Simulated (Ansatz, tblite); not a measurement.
# [V(H2S)(H2O)5]2+ (H₁₂O₅SV (+2)): one state, many levels

How do method and basis change the picture of [V(H2S)(H2O)5]2+ (H₁₂O₅SV (+2)) (quartet)?

Method: as each input shows; program: Ansatz 0.2.0, Gaussian basis.

Plan: GFN1-xTB, GFN2-xTB, PBE-D4/def2-TZVP, r2SCAN-D4/def2-TZVP, r2SCAN0-D4/def2-TZVP, LDA/def2-TZVP, PBE-D4/def2-SVP, PBE0-D4/def2-SVP, HF/6-31G, B3LYP-D4/6-31G, MP2/def2-TZVP, RPA/def2-TZVP.

2 further runs of the same task are left out: 2 set aside as unsound or not needed.

## (1) The relaxed structure

The quartet was relaxed beforehand with r2SCAN-D4/def2-SVP.

19 atoms, charge 2, spin multiplicity 4.

Bond lengths: V1–S2 2.579 Å, V1–O5 2.127 Å, V1–O8 2.129 Å, V1–O11 2.130 Å, V1–O14 2.128 Å, V1–O17 2.128 Å, S2–H3 1.355 Å, S2–H4 1.355 Å, O5–H6 0.970 Å, O5–H7 0.970 Å, O8–H9 0.970 Å, O8–H10 0.971 Å, O11–H12 0.971 Å, O11–H13 0.971 Å, O14–H15 0.971 Å, O14–H16 0.970 Å, O17–H18 0.971 Å, O17–H19 0.970 Å. Angles: S2–V1–O5 175.1°, S2–V1–O8 98.0°, S2–V1–O11 85.4°, S2–V1–O14 93.2°, S2–V1–O17 93.3°, O5–V1–O8 86.9°, O5–V1–O11 89.7°, O5–V1–O14 86.8°, O5–V1–O17 86.7°, O8–V1–O11 176.6°, O8–V1–O14 90.0°, O8–V1–O17 90.3°, O11–V1–O14 89.8°, O11–V1–O17 89.4°, O14–V1–O17 173.4°, V1–S2–H3 111.2°, V1–S2–H4 111.1°, H3–S2–H4 94.4° and more.

Formally the metal is d3. No spin-orbit coupling is included. The ion is computed in the gas phase, without counter-ions or solvent.

PBE0-D4/def2-TZVP was run before; its log isn't repeated, and its numbers join the tables.

## (2) GFN1-xTB

Tight binding, by tblite at 300 K electronic temperature and without a spin-polarisation term:

```python
tblite.interface.Calculator('GFN1-xTB', numbers, positions, charge=2, uhf=3).singlepoint()
```

Energy -927.2564 eV; 0.02 s.

## (3) GFN2-xTB

Tight binding, by tblite at 300 K electronic temperature and without a spin-polarisation term:

```python
tblite.interface.Calculator('GFN2-xTB', numbers, positions, charge=2, uhf=3).singlepoint()
```

Energy -836.0695 eV; 0.011 s.

## (4) PBE-D4/def2-TZVP

start.molden holds the orbitals of an earlier run on this state, given as this run's starting guess.

in.yaml reads:

```yaml
crystal:
  periodic: [false, false, false]
  atoms:
    - {symbol: V, position_ang: [-0.032733, -0.007792, -0.013062]}
    - {symbol: S, position_ang: [-0.012748, 0.255490, 2.552121]}
    - {symbol: H, position_ang: [0.935413, -0.529576, 3.118557]}
    - {symbol: H, position_ang: [0.580601, 1.417438, 2.918457]}
    - {symbol: O, position_ang: [-0.228287, -0.252323, -2.117360]}
    - {symbol: H, position_ang: [-0.446797, 0.440298, -2.761010]}
    - {symbol: H, position_ang: [-0.202570, -1.090817, -2.605245]}
    - {symbol: O, position_ang: [2.045796, 0.295423, -0.357532]}
    - {symbol: H, position_ang: [2.769209, 0.472737, 0.263748]}
    - {symbol: H, position_ang: [2.447145, 0.266775, -1.240968]}
    - {symbol: O, position_ang: [-2.127290, -0.327957, 0.208122]}
    - {symbol: H, position_ang: [-2.640315, -0.331395, 1.032844]}
    - {symbol: H, position_ang: [-2.759879, -0.498176, -0.507991]}
    - {symbol: O, position_ang: [-0.390884, 2.063373, -0.342382]}
    - {symbol: H, position_ang: [-1.236132, 2.522912, -0.214592]}
    - {symbol: H, position_ang: [0.282369, 2.755802, -0.436657]}
    - {symbol: O, position_ang: [0.277164, -2.110994, 0.078877]}
    - {symbol: H, position_ang: [-0.391601, -2.770749, 0.322760]}
    - {symbol: H, position_ang: [1.131538, -2.570491, 0.101332]}
basis:
  gaussian: {orbitals: def2-TZVP, initial_orbitals: start.molden}
total_charge: 2
magnetization: {spin_polarized: true, initial_magnetization: 3}
hamiltonian: {xc: pbe, dispersion: d4}
scf: {omitted_lower_state_checks: [starts]}
output: {orbitals: {seedname: orbitals}}
```

The run is started by

```bash
$ ansatz run in.yaml --threads 4 --pin off --events-out ev --progress --plain --max-ram 9574MiB
```

Further steps of the session: r2SCAN-D4/def2-TZVP; r2SCAN0-D4/def2-TZVP; LDA/def2-TZVP; PBE-D4/def2-SVP; PBE0-D4/def2-SVP; HF/6-31G; B3LYP-D4/6-31G; MP2/def2-TZVP; RPA/def2-TZVP.

Before running them: what should the planned runs give, taken together? Wanted: gap in def2-TZVP, named functionals, smallest and largest; correlation energy, MP2/def2-TZVP; ⟨S²⟩ in def2-TZVP, named functionals, smallest and largest; PBE0 total energy, smallest basis above largest.

As calculated:

```
                                                  quantity                                value
 gap in def2-TZVP, named functionals, smallest and largest  1.62 eV (LDA), 6.61 eV (r2SCAN0-D4)
                         correlation energy, MP2/def2-TZVP                            -47.13 eV
⟨S²⟩ in def2-TZVP, named functionals, smallest and largest                         3.755, 3.758
           PBE0 total energy, smallest basis above largest       19.48 eV (def2-SVP, def2-TZVP)
```

**Reading.** Over the named functionals in def2-TZVP the gap runs from 1.62 eV (LDA) to 6.61 eV (r2SCAN0-D4); exact exchange widens it. Over the named functionals in def2-TZVP spin contamination reaches 0.01 (LDA), which is small.
